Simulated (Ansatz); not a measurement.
# C2H7AlClInSi: a ladder of functionals and wavefunction methods

How much do the methods differ for C2H7AlClInSi? The plan is to run it at one geometry with functionals of several rungs and with coupled cluster. The yardstick is the atomisation energy at the CCSD(T) limit.

Computed with Ansatz 0.2.0, Gaussian basis. Level: functionals in def2-TZVPP, the program's frozen cores in correlated methods.

The runs, in order: LDA (SPW92), PBE-D4, revPBE-D4, BLYP-D4, r2SCAN-D4, B97M-V, PBE0-D4, B3LYP-D4, r2SCANh-D4, r2SCAN0-D4, HSE06-D4, BHLYP-D4, CAM-B3LYP-D4, LC-ωPBE, ωB97X-V, ωB97M-V, B2PLYP, PBE-QIDH; CCSD(T)/def2-SVP; CCSD(T)/def2-TZVPP; MP2/def2-QZVPP; extrapolation to the limit; RPA on PBE.

1 further run of the same task is left out (it didn't finish).

## 1. Structure used throughout

All runs share one geometry, relaxed beforehand with PBE0-D4 in a triple-zeta def2 set. In takes the def2 core potential; no spin-orbit term is included.

SMILES `[SiH3][AlH]/[C]([InH2])=C/Cl`, 13 atoms, charge 0, spin multiplicity 1.

Atoms are counted from 1 here; the program's logs count them from 0.

Bond lengths: Si1–Al2 2.458 Å, Si1–H7 1.511 Å, Si1–H8 1.490 Å, Si1–H9 1.490 Å, Al2–C3 1.924 Å, Al2–H10 1.588 Å, C3–In4 2.169 Å, C3–C5 1.321 Å, In4–H11 1.721 Å, In4–H12 1.721 Å, C5–Cl6 1.768 Å, C5–H13 1.087 Å. Angles: Al2–Si1–H7 104.8°, Al2–Si1–H8 116.0°, Al2–Si1–H9 116.1°, H7–Si1–H8 105.5°, H7–Si1–H9 105.5°, H8–Si1–H9 107.9°, Si1–Al2–C3 106.9°, Si1–Al2–H10 127.3°, C3–Al2–H10 125.8°, Al2–C3–In4 118.7°, Al2–C3–C5 124.0°, In4–C3–C5 117.3°, C3–In4–H11 117.8°, C3–In4–H12 117.8°, H11–In4–H12 124.4°, C3–C5–Cl6 122.5°, C3–C5–H13 128.6°, Cl6–C5–H13 108.9°.

## 2. LDA

This LDA is Slater exchange with PW92 correlation.

in.yaml

```yaml
crystal:
  periodic: [false, false, false]
  atoms:
    - {symbol: Si, position_ang: [-2.332248, -0.728564, -0.145015]}
    - {symbol: Al, position_ang: [-0.966387, 1.313717, -0.070477]}
    - {symbol: C, position_ang: [0.869618, 0.753083, 0.051308]}
    - {symbol: In, position_ang: [1.310377, -1.370790, 0.090617]}
    - {symbol: C, position_ang: [1.893668, 1.585385, 0.113609]}
    - {symbol: Cl, position_ang: [3.567208, 1.026020, 0.225055]}
    - {symbol: H, position_ang: [-1.335550, -1.862359, -0.078414]}
    - {symbol: H, position_ang: [-3.252764, -0.939767, 1.007133]}
    - {symbol: H, position_ang: [-3.106735, -0.952289, -1.397759]}
    - {symbol: H, position_ang: [-1.479032, 2.816087, -0.113809]}
    - {symbol: H, position_ang: [1.374416, -2.148742, 1.624125]}
    - {symbol: H, position_ang: [1.571855, -2.164120, -1.413786]}
    - {symbol: H, position_ang: [1.885553, 2.672349, 0.107423]}
basis:
  gaussian: {orbitals: def2-TZVPP}
hamiltonian: {xc: lda}
output: {orbitals: {seedname: orbitals}}
```

Run with:

```sh
$ ansatz run in.yaml --threads 2 --pin off --events-out ev --progress --plain --max-ram 22528MiB --backend cuda --devices 0, --max-vram 18GiB
```

After this run come: PBE-D4 (GGA); revPBE-D4 (GGA); BLYP-D4 (GGA); r2SCAN-D4 (meta-GGA); B97M-V (meta-GGA); B3LYP-D4 (hybrid); r2SCANh-D4 (hybrid); r2SCAN0-D4 (hybrid); HSE06-D4 (hybrid); BHLYP-D4 (hybrid); CAM-B3LYP-D4 (range-separated); LC-ωPBE (range-separated); ωB97X-V (range-separated); ωB97M-V (range-separated); B2PLYP (double hybrid); PBE-QIDH (double hybrid); CCSD(T) in def2-SVP; CCSD(T) in def2-TZVPP; MP2 in def2-QZVPP; RPA on PBE orbitals.

**Question.** What will the summary of the whole plan be? Wanted: atomisation energy, CCSD(T)/CBS; farthest beyond LDA; mean size of error, GGA; mean size of error, meta-GGA; mean size of error, hybrid; mean size of error, range-separated; mean size of error, double hybrid; gap, smallest and largest; T1 diagnostic.

The runs gave:

| quantity | value |
| --- | --- |
| atomisation energy, CCSD(T)/CBS | 928.1 kcal/mol |
| functionals within 9.3 kcal/mol (1.0 %) | PBE-D4, r2SCAN-D4, PBE0-D4, B3LYP-D4, r2SCANh-D4, HSE06-D4, CAM-B3LYP-D4, ωB97X-V, ωB97M-V, PBE-QIDH |
| farthest beyond LDA | BHLYP-D4 (-26.7 kcal/mol) |
| mean size of error, GGA | 12.0 kcal/mol |
| mean size of error, meta-GGA | 6.5 kcal/mol |
| mean size of error, hybrid | 9.4 kcal/mol |
| mean size of error, range-separated | 4.8 kcal/mol |
| mean size of error, double hybrid | 15.1 kcal/mol |
| gap, smallest and largest | 2.97 eV (LDA (SPW92)), 9.38 eV (LC-ωPBE) |
| T1 diagnostic | 0.0141 |
| triples share of the correlation energy | 4.1 % |

**Reading.** LDA overbinds by 123.9 kcal/mol (13 %). PBE-D4 misses by +5.9 kcal/mol. Double hybrids carry the basis error of their MP2 part in triple zeta, and no dispersion term here, so their miss is partly the set-up's. The rungs range-separated, meta-GGA miss on average by less than the doubt on the reference (9.3 kcal/mol), so they tie. Misses under about 9.3 kcal/mol are within the doubt on the reference itself, which lacks core-valence correlation, spin-orbit coupling and higher excitations, and its outer-core shells are covered unevenly. All levels share the lack of spin-orbit coupling, which lowers the free heavy atoms and so the true binding. Hartree-Fock recovers 72 % of the binding; the rest is correlation. CCSD(T) in def2-SVP is off by -57.6 kcal/mol, worse than the median functional, from the basis alone. Orbital gaps span 3.0 to 9.4 eV; exact exchange widens them. Correlated methods include outer-core shells of In, which these sets cover unevenly.
